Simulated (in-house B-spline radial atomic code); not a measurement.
# Ga⁸⁺: binding energies from hole states

How tightly is each shell of Ga⁸⁺ bound, and how much do the other electrons relax when one leaves?

Method: Dirac-Hartree-Fock, average of configuration, Fermi nucleus, basis-set limit. Code: in-house B-spline radial atomic code version 1.

### 1 The atom as given

| Property | Result |
| --- | --- |
| element | gallium (Z = 31) |
| charge | +8 |
| electrons | 23 |
| configuration | [Ar] 3d5 |
| Hamiltonian | Dirac-Coulomb |
| nucleus | Fermi, rms radius 3.997 fm |

Outer shells as boxes (Hund's rule):

[Ar] 3d5
```
[Ar] core
3d [↑ ][↑ ][↑ ][↑ ][↑ ]
```

The boxes draw the filling by Hund's rule, which heavy ions in jj coupling don't follow; these runs average over all states of the configuration.

Settings of the run:

```ini
Z = 31
electrons = 23.0
configuration = [Ar] 3d5
hamiltonian = dirac
method = hf
spin_polarised = False
nucleus = fermi
rms_radius = 3.9973
mass_number = 69
atomic_mass = 68.925573528
speed_of_light = 137.035999084
```

The reference is known from an earlier run: -1919.450010 hartree in all. Up to eight levels, counted from the top:

```
orbital  occupation  energy (eV)  <r> (bohr)
  2s1/2           2     -1537.28      0.2165
  2p1/2           2     -1377.50      0.1879
  2p3/2           4     -1349.54      0.1913
  3s1/2           2      -354.03      0.6180
  3p1/2           2      -298.10      0.6243
  3p3/2           4      -293.71      0.6319
  3d3/2           2      -209.05      0.6253
  3d5/2           3      -208.38      0.6277
```

### 2 The 1s hole

The settings differ from step 1 so:

```diff
@@ -1,4 +1,4 @@
 Z = 31
-electrons = 23.0
-configuration = [Ar] 3d5
+electrons = 22.0
+configuration = 1s1 2s2 2p6 3s2 3p6 3d5
 hamiltonian = dirac
```

The program writes no log. Results of the run, from its result record (rounded, main fields):

```text
status: converged
iterations: 9
energy [hartree]: {"total": -1529.88055194, "kinetic": 1559.2972383, "nuclear": -3611.29333084, "coulomb": 569.249969067, "exact_exchange": -47.1344284561}
breit [hartree]: {"gaunt": 0.3976177, "retardation": -0.05211805, "frequency_dependence": -0.001871034}
qed [hartree]: {"self_energy": 0.3635693, "uehling": -0.03357129, "wichmann_kroll": 0.0002866778}
recoil [hartree]: 0.00968459
total_with_corrections [hartree]: -1529.19695399
orbitals [hartree, bohr; first row names the columns]:
  - ["name", "occ", "eps", "<r>"]
  - ["1s1/2", 1.0, -407.62768, 0.048302]
  - ["2s1/2", 2.0, -60.61878, 0.21157]
  - ["2p1/2", 2.0, -55.511282, 0.18167]
  - ["2p3/2", 4.0, -54.361755, 0.1851]
  - ["3s1/2", 2.0, -14.653706, 0.59647]
  - ["3p1/2", 2.0, -12.649598, 0.59479]
  - ["3p3/2", 4.0, -12.463712, 0.60219]
  - ["3d3/2", 2.0, -9.2119491, 0.58474]
  - ["3d5/2", 3.0, -9.1816102, 0.58711]
sum_r [bohr^k]: {"-1": 116.4935, "1": 9.297289, "2": 5.721006}
energy_minus_base [hartree]: 389.569458
energy_minus_base_with_corrections [hartree]: 388.822784
```

Run time: 0.76 s. Hardware: 1 thread, shared host.

energy_minus_base is the energy less that of the reference run.

### 3 The 2s hole

The settings differ from step 2 so:

```diff
@@ -2,3 +2,3 @@
 electrons = 22.0
-configuration = 1s1 2s2 2p6 3s2 3p6 3d5
+configuration = 1s2 2s1 2p6 3s2 3p6 3d5
 hamiltonian = dirac
```

From the record:

```text
status: converged
iterations: 9
energy [hartree]: {"total": -1863.49159085, "kinetic": 1900.96787318, "nuclear": -4312.1013342, "coulomb": 607.644688444, "exact_exchange": -60.0028182788}
breit [hartree]: {"gaunt": 0.8997151, "retardation": -0.0852812, "frequency_dependence": -0.003458005}
qed [hartree]: {"self_energy": 0.6009288, "uehling": -0.05645582, "wichmann_kroll": 0.0004821698}
recoil [hartree]: 0.01100863
total_with_corrections [hartree]: -1862.1246512
orbitals [hartree, bohr; first row names the columns]:
  - ["name", "occ", "eps", "<r>"]
  - ["1s1/2", 2.0, -395.04563, 0.048587]
  - ["2s1/2", 1.0, -59.618022, 0.21599]
  - ["2p1/2", 2.0, -53.534723, 0.1858]
  - ["2p3/2", 4.0, -52.481836, 0.18916]
  - ["3s1/2", 2.0, -14.473762, 0.60193]
  - ["3p1/2", 2.0, -12.472784, 0.60277]
  - ["3p3/2", 4.0, -12.29802, 0.60991]
  - ["3d3/2", 2.0, -9.2292443, 0.58657]
  - ["3d5/2", 3.0, -9.1999922, 0.58884]
sum_r [bohr^k]: {"-1": 139.1004, "1": 9.230121, "2": 5.775987}
energy_minus_base [hartree]: 55.9584194
energy_minus_base_with_corrections [hartree]: 55.8950866
```

Run time: 0.76 s. Hardware: 1 thread, shared host.

### 4 The 2p1/2 hole

In configurations, a minus sign after the shell means j = l − 1/2 and a plus sign j = l + 1/2; the count of electrons follows.

The settings differ from step 3 so:

```diff
@@ -2,3 +2,3 @@
 electrons = 22.0
-configuration = 1s2 2s1 2p6 3s2 3p6 3d5
+configuration = 1s2 2s2 2p-1 2p+4 3s2 3p6 3d5
 hamiltonian = dirac
```

From the record:

```text
status: converged
iterations: 9
energy [hartree]: {"total": -1869.43462463, "kinetic": 1907.31077787, "nuclear": -4320.08663076, "coulomb": 603.69535602, "exact_exchange": -60.354127763}
breit [hartree]: {"gaunt": 0.8672472, "retardation": -0.07923438, "frequency_dependence": -0.003305746}
qed [hartree]: {"self_energy": 0.6321767, "uehling": -0.05914364, "wichmann_kroll": 0.0005049923}
recoil [hartree]: 0.01148864
total_with_corrections [hartree]: -1868.06489094
orbitals [hartree, bohr; first row names the columns]:
  - ["name", "occ", "eps", "<r>"]
  - ["1s1/2", 2.0, -395.78004, 0.048535]
  - ["2s1/2", 2.0, -59.405773, 0.21442]
  - ["2p1/2", 1.0, -54.294104, 0.18706]
  - ["2p3/2", 4.0, -53.018696, 0.18853]
  - ["3s1/2", 2.0, -14.534772, 0.60105]
  - ["3p1/2", 2.0, -12.44243, 0.60223]
  - ["3p3/2", 4.0, -12.334711, 0.60826]
  - ["3d3/2", 2.0, -9.1969364, 0.5883]
  - ["3d5/2", 3.0, -9.2219212, 0.58682]
sum_r [bohr^k]: {"-1": 139.358, "1": 9.243748, "2": 5.771028}
energy_minus_base [hartree]: 50.0153857
energy_minus_base_with_corrections [hartree]: 49.9548468
```

Run time: 0.76 s. Hardware: 1 thread, shared host.

### 5 The 2p3/2 hole

The settings differ from step 4 so:

```diff
@@ -2,3 +2,3 @@
 electrons = 22.0
-configuration = 1s2 2s2 2p-1 2p+4 3s2 3p6 3d5
+configuration = 1s2 2s2 2p-2 2p+3 3s2 3p6 3d5
 hamiltonian = dirac
```

From the record:

```text
status: converged
iterations: 9
energy [hartree]: {"total": -1870.45076703, "kinetic": 1910.42199144, "nuclear": -4324.65595909, "coulomb": 604.215760452, "exact_exchange": -60.4325598371}
breit [hartree]: {"gaunt": 0.8885692, "retardation": -0.07922962, "frequency_dependence": -0.002661716}
qed [hartree]: {"self_energy": 0.6298517, "uehling": -0.05916101, "wichmann_kroll": 0.000505153}
recoil [hartree]: 0.01147613
total_with_corrections [hartree]: -1869.06141721
orbitals [hartree, bohr; first row names the columns]:
  - ["name", "occ", "eps", "<r>"]
  - ["1s1/2", 2.0, -395.66227, 0.048538]
  - ["2s1/2", 2.0, -59.379948, 0.21446]
  - ["2p1/2", 2.0, -54.045154, 0.18527]
  - ["2p3/2", 3.0, -53.047722, 0.19055]
  - ["3s1/2", 2.0, -14.53258, 0.60114]
  - ["3p1/2", 2.0, -12.507385, 0.60125]
  - ["3p3/2", 4.0, -12.303429, 0.60797]
  - ["3d3/2", 2.0, -9.2457847, 0.585]
  - ["3d5/2", 3.0, -9.188148, 0.58921]
sum_r [bohr^k]: {"-1": 139.5054, "1": 9.242504, "2": 5.772151}
energy_minus_base [hartree]: 48.9992433
energy_minus_base_with_corrections [hartree]: 48.9583205
```

It took 0.81 s on 1 thread, shared host.

Radial density 4πr²n(r) and radial functions P(r) = rR(r):

```
r (bohr)     4πr²n   2p3/2   3d5/2
 0.00304     2.262  0.0079  0.0000
 0.00430     4.112  0.0154  0.0000
 0.00606     7.195  0.0297  0.0001
 0.00856     12.08  0.0568  0.0003
  0.0121     19.05  0.1071  0.0008
  0.0171     27.48  0.1974  0.0021
  0.0241     35.02  0.3513  0.0055
  0.0340     38.06  0.6007  0.0140
  0.0480     34.61  0.9702  0.0345
  0.0677     29.40  1.4452  0.0804
  0.0956     31.54  1.9323  0.1761
   0.135     39.22  2.2238  0.3531
   0.191     35.97  2.0853  0.6339
   0.269     22.45  1.4893  0.9782
   0.380     21.02  0.7371  1.2602
   0.536     24.78  0.2351  1.2867
   0.757     14.38  0.0507  0.9829
    1.07     3.180  0.0106  0.5132
    1.51    0.2195  0.0020  0.1588
    2.13  0.003421  0.0002  0.0232
```

On the record's full grid the radial density has clear maxima near r = 0.034, 0.16, 0.54 bohr.

### 6 The 3s hole

The settings differ from step 5 so:

```diff
@@ -2,3 +2,3 @@
 electrons = 22.0
-configuration = 1s2 2s2 2p-2 2p+3 3s2 3p6 3d5
+configuration = 1s2 2s2 2p6 3s1 3p6 3d5
 hamiltonian = dirac
```

From the record:

```text
status: converged
iterations: 9
energy [hartree]: {"total": -1906.52408594, "kinetic": 1945.87057043, "nuclear": -4418.62169997, "coulomb": 630.070502386, "exact_exchange": -63.843458784}
breit [hartree]: {"gaunt": 0.9332598, "retardation": -0.0864752, "frequency_dependence": -0.003305174}
qed [hartree]: {"self_energy": 0.6240114, "uehling": -0.05852709, "wichmann_kroll": 0.0004997862}
recoil [hartree]: 0.01138718
total_with_corrections [hartree]: -1905.10323519
orbitals [hartree, bohr; first row names the columns]:
  - ["name", "occ", "eps", "<r>"]
  - ["1s1/2", 2.0, -392.58926, 0.048582]
  - ["2s1/2", 2.0, -57.929124, 0.21663]
  - ["2p1/2", 2.0, -52.117591, 0.18773]
  - ["2p3/2", 4.0, -51.088053, 0.19114]
  - ["3s1/2", 1.0, -14.311613, 0.60986]
  - ["3p1/2", 2.0, -12.087354, 0.61509]
  - ["3p3/2", 4.0, -11.920397, 0.62244]
  - ["3d3/2", 2.0, -8.9165327, 0.6061]
  - ["3d5/2", 3.0, -8.8906366, 0.60834]
sum_r [bohr^k]: {"-1": 142.5365, "1": 9.037456, "2": 5.675838}
energy_minus_base [hartree]: 12.9259244
energy_minus_base_with_corrections [hartree]: 12.9165026
```

It took 0.76 s on 1 thread, shared host.

### 7 The 3p1/2 hole

The settings differ from step 6 so:

```diff
@@ -2,3 +2,3 @@
 electrons = 22.0
-configuration = 1s2 2s2 2p6 3s1 3p6 3d5
+configuration = 1s2 2s2 2p6 3s2 3p-1 3p+4 3d5
 hamiltonian = dirac
```

From the record:

```text
status: converged
iterations: 9
energy [hartree]: {"total": -1908.58140004, "kinetic": 1948.03105654, "nuclear": -4422.45675008, "coulomb": 630.046644482, "exact_exchange": -64.2023509735}
breit [hartree]: {"gaunt": 0.9288835, "retardation": -0.08557021, "frequency_dependence": -0.003287952}
qed [hartree]: {"self_energy": 0.6293405, "uehling": -0.05897855, "wichmann_kroll": 0.0005036176}
recoil [hartree]: 0.01147751
total_with_corrections [hartree]: -1907.15903166
orbitals [hartree, bohr; first row names the columns]:
  - ["name", "occ", "eps", "<r>"]
  - ["1s1/2", 2.0, -392.62938, 0.048577]
  - ["2s1/2", 2.0, -57.978388, 0.21624]
  - ["2p1/2", 2.0, -52.072044, 0.18807]
  - ["2p3/2", 4.0, -51.110498, 0.19108]
  - ["3s1/2", 2.0, -14.141209, 0.61119]
  - ["3p1/2", 1.0, -12.244784, 0.61335]
  - ["3p3/2", 4.0, -12.003273, 0.62159]
  - ["3d3/2", 2.0, -8.8319622, 0.60685]
  - ["3d5/2", 3.0, -8.9104276, 0.60819]
sum_r [bohr^k]: {"-1": 142.6602, "1": 9.030408, "2": 5.659424}
energy_minus_base [hartree]: 10.8686103
energy_minus_base_with_corrections [hartree]: 10.8607061
```

Wall time 0.76 s (1 thread, shared host).

### 8 The 3p3/2 hole

The settings differ from step 7 so:

```diff
@@ -2,3 +2,3 @@
 electrons = 22.0
-configuration = 1s2 2s2 2p6 3s2 3p-1 3p+4 3d5
+configuration = 1s2 2s2 2p6 3s2 3p-2 3p+3 3d5
 hamiltonian = dirac
```

From the record:

```text
status: converged
iterations: 9
energy [hartree]: {"total": -1908.73993361, "kinetic": 1948.51714302, "nuclear": -4423.32039979, "coulomb": 630.288747096, "exact_exchange": -64.2254239281}
breit [hartree]: {"gaunt": 0.9322949, "retardation": -0.08557034, "frequency_dependence": -0.003179695}
qed [hartree]: {"self_energy": 0.6289775, "uehling": -0.05898173, "wichmann_kroll": 0.0005036469}
recoil [hartree]: 0.01147394
total_with_corrections [hartree]: -1907.31441543
orbitals [hartree, bohr; first row names the columns]:
  - ["name", "occ", "eps", "<r>"]
  - ["1s1/2", 2.0, -392.606, 0.048577]
  - ["2s1/2", 2.0, -57.964957, 0.21625]
  - ["2p1/2", 2.0, -52.126543, 0.18768]
  - ["2p3/2", 4.0, -51.062708, 0.19142]
  - ["3s1/2", 2.0, -14.135498, 0.61125]
  - ["3p1/2", 2.0, -12.164311, 0.61449]
  - ["3p3/2", 3.0, -12.021946, 0.62124]
  - ["3d3/2", 2.0, -8.9194214, 0.60634]
  - ["3d5/2", 3.0, -8.8421624, 0.60895]
sum_r [bohr^k]: {"-1": 142.6881, "1": 9.025422, "2": 5.652574}
energy_minus_base [hartree]: 10.7100767
energy_minus_base_with_corrections [hartree]: 10.7053223
```

It took 0.76 s on 1 thread, shared host.

### 9 The 3d hole

The settings differ from step 8 so:

```diff
@@ -2,3 +2,3 @@
 electrons = 22.0
-configuration = 1s2 2s2 2p6 3s2 3p-2 3p+3 3d5
+configuration = 1s2 2s2 2p6 3s2 3p6 3d4
 hamiltonian = dirac
```

From the record:

```text
status: converged
iterations: 9
energy [hartree]: {"total": -1911.87257782, "kinetic": 1951.70932692, "nuclear": -4429.52304855, "coulomb": 631.273262646, "exact_exchange": -65.3321188406}
breit [hartree]: {"gaunt": 0.9379987, "retardation": -0.08658734, "frequency_dependence": -0.003282007}
qed [hartree]: {"self_energy": 0.6291757, "uehling": -0.05897274, "wichmann_kroll": 0.0005035756}
recoil [hartree]: 0.01150738
total_with_corrections [hartree]: -1910.44223452
orbitals [hartree, bohr; first row names the columns]:
  - ["name", "occ", "eps", "<r>"]
  - ["1s1/2", 2.0, -392.45076, 0.048585]
  - ["2s1/2", 2.0, -57.983545, 0.21633]
  - ["2p1/2", 2.0, -52.110256, 0.18775]
  - ["2p3/2", 4.0, -51.082396, 0.19116]
  - ["3s1/2", 2.0, -14.236492, 0.61025]
  - ["3p1/2", 2.0, -12.160841, 0.6141]
  - ["3p3/2", 4.0, -11.993971, 0.62133]
  - ["3d3/2", 1.6, -8.9509582, 0.60474]
  - ["3d5/2", 2.4, -8.9252666, 0.60694]
sum_r [bohr^k]: {"-1": 142.8882, "1": 9.028234, "2": 5.643172}
energy_minus_base [hartree]: 7.57743246
energy_minus_base_with_corrections [hartree]: 7.57750324
```

It took 0.74 s on 1 thread, shared host.

### 10 Binding energies

| hole | ΔSCF (eV) | with Breit, QED, recoil (eV) | −ε of the parent (eV) | −ε less ΔSCF (eV) |
| --- | --- | --- | --- | --- |
| 1s | 10600.7 | 10580.4 | 10639.3 | 38.57 |
| 2s | 1522.71 | 1520.98 | 1537.28 | 14.57 |
| 2p1/2 | 1360.99 | 1359.34 | 1377.50 | 16.51 |
| 2p3/2 | 1333.34 | 1332.22 | 1349.54 | 16.20 |
| 3s | 351.73 | 351.48 | 354.03 | 2.30 |
| 3p1/2 | 295.75 | 295.53 | 298.10 | 2.35 |
| 3p3/2 | 291.44 | 291.31 | 293.71 | 2.27 |
| 3d | 206.19 | 206.19 | - | - |

**Reading.** Relaxation of the remaining electrons brings each binding energy under −ε, by 38.6 eV for 1s and 2.27 eV for 3p3/2. The difference of the 1s and 2p3/2 holes gives a Kα1 line at 9248.2 eV for this charge state (with Breit, QED and recoil). The spin-orbit splitting of the 2p hole is 27.12 eV with those corrections. A dash stands where an open shell is averaged over j, so that no single parent level belongs to the hole. Values are for the free ion, measured from the vacuum level.
